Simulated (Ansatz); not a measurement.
HPbNO4:

```
CELL_PARAMETERS angstrom
3.85707 0.00178 -0.03658
0.17353 4.33436 -0.01647
0.75803 0.83873 5.87662
ATOMIC_POSITIONS crystal
H 0.61511 0.89559 0.19844
Pb 0.64597 0.44651 0.91685
N 0.71474 0.23810 0.50058
O 0.16958 0.47007 0.77768
O 0.62919 0.97045 0.49845
O 0.56424 0.92583 0.03849
O 0.78022 0.42250 0.31951
```

The cell was built by a generator and needn't be a form met in nature.

Program: Ansatz 0.2.0. Alike in all runs: potentials or basis Ansatz PAW; no spin polarisation; cell as given; smearing fermi-dirac 0.05 eV.

Problem. Order these runs on this cell by their pressure, lowest first.
A. level r2SCAN0; k mesh 3 × 3 × 2; cutoff (eV) 500; mesh quality coarse
B. level LDA; k mesh 7 × 6 × 5; cutoff (eV) 420; points for each segment of the path 10; mesh quality not flagged
C. level r2SCAN; k mesh 7 × 6 × 5; cutoff (eV) 500; points for each segment of the path 10; mesh quality not flagged
D. level revPBE; k mesh 7 × 6 × 5; cutoff (eV) 420; points for each segment of the path 10; mesh quality not flagged

Solution. A (-9.2 GPa), B (-6.5 GPa), C (-4.2 GPa), D (2.1 GPa).

Caveats: some runs use coarse meshes; the PAW data sets come from PBE, with cores solved anew for the run's functional, which leaves a small shift of forces and pressure; the thresholds are loose for stress (some runs).

Runs at the PBE level aren't shown here.
